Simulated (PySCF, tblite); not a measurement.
# C₃H₆Cl₄OSi₂: geometry, infrared bands and NMR shifts

What infrared bands and NMR shifts should C₃H₆Cl₄OSi₂ (`Cl[Si@@H]1O[SiH2]C[C@@H]1C(Cl)(Cl)Cl`) show?

Programs: tblite 0.8.0 and PySCF 2.14.0, with density-fitted response routines of our own. Each step states its level of theory. These are calculated values for one molecule in the gas phase, unless marked as measured. Atoms are numbered from 0 throughout.

### 1 The starting structure

16 atoms, charge 0, multiplicity 1; geometry from: force field or distance geometry start.

Bonds of the start (Å): Cl0–Si1 2.04, Si1–O2 1.68, O2–Si3 1.72, Si3–C4 1.94, C4–C5 1.57, C5–C6 1.54, C6–Cl7 1.81, C6–Cl8 1.80, C6–Cl9 1.79, C5–Si1 1.94, Si1–H10 1.49, Si3–H11 1.48, Si3–H12 1.48, C4–H13 1.10, C4–H14 1.09, C5–H15 1.11.

### 2 Relaxing the molecule with GFN2-xTB

Job settings and geometry (Å):

```
{"job": {"kind": "relax", "xc": "GFN2-xTB", "basis": "xTB"}, "charge": 0, "multiplicity": 1}
Cl    -0.628700    -2.923700     0.485200
Si    -0.418400    -1.051500     1.262900
O     -1.927700    -0.315400     1.125200
Si    -2.086100     0.934500    -0.045100
C     -0.339100     0.769000    -0.878300
C      0.649600     0.138600     0.165800
C      1.970400    -0.402300    -0.412100
Cl     2.881900     0.970500    -1.166100
Cl     3.050200    -1.069600     0.870200
Cl     1.744800    -1.640400    -1.678900
H      0.034300    -1.104300     2.680400
H     -3.180100     0.643100    -0.994600
H     -2.187800     2.234200     0.664900
H      0.002300     1.754100    -1.228200
H     -0.475600     0.127400    -1.752900
H      0.902400     0.944900     0.890300
```

The run is started by

```sh
> OMP_NUM_THREADS=1 python probes_run.py task.json out
```

The driver reads the jobs from task.json and runs them one after another.

**Question.** This job is followed by: GFN2-xTB harmonic vibrations, gas phase; GIAO PBE0/pcSseg-1 NMR shielding, non-relativistic, gas phase. What will the session give for the following? strongest single infrared mode (GFN2-xTB); zero-point energy (GFN2-xTB); ¹³C shifts against TMS (PBE0/pcSseg-1); ¹H shifts against TMS (PBE0/pcSseg-1); ³⁵Cl shifts against HCl (PBE0/pcSseg-1, means over atoms taken as alike); ²⁹Si shifts against TMS (PBE0/pcSseg-1); ¹⁷O shifts against H2O (PBE0/pcSseg-1).

As calculated:

| quantity | value |
| --- | --- |
| strongest single infrared mode (GFN2-xTB) | 751 cm⁻¹, 404 km/mol |
| zero-point energy (GFN2-xTB) | 53.4 kcal/mol |
| ¹³C shifts against TMS (PBE0/pcSseg-1) | 127.0, 58.2, 17.3 ppm |
| ¹H shifts against TMS (PBE0/pcSseg-1) | 5.43, 5.36, 5.13, 2.55, 1.92, 1.50 ppm |
| ³⁵Cl shifts against HCl (PBE0/pcSseg-1, means over atoms taken as alike) | 490, 55 ppm |
| ²⁹Si shifts against TMS (PBE0/pcSseg-1) | -3.0, -3.7 ppm |
| ¹⁷O shifts against H2O (PBE0/pcSseg-1) | 81.1 ppm |

**Reading.** Over 71 steps the energy fell by 0.342 eV; of the close pairs, O2–Si3 changed most, 1.720 to 1.650 Å. No mode is imaginary among the 42: a minimum at this level. The strongest single mode, at 751 cm⁻¹, is spread over many atoms; the largest shares are those of H12, H11. Unscaled tight-binding wavenumbers are off by several per cent, some by more. Its intensities can rank the bands wrongly. C6 stands next to heavy halogen, whose spin-orbit shielding this run leaves out, so the computed shift lies too far downfield, most of all for carbon beside Br or I. At PBE0/pcSseg-1: Shielding is most anisotropic at Cl7, Cl8, Cl9 (span 811 ppm, paramagnetic term -686 ppm).
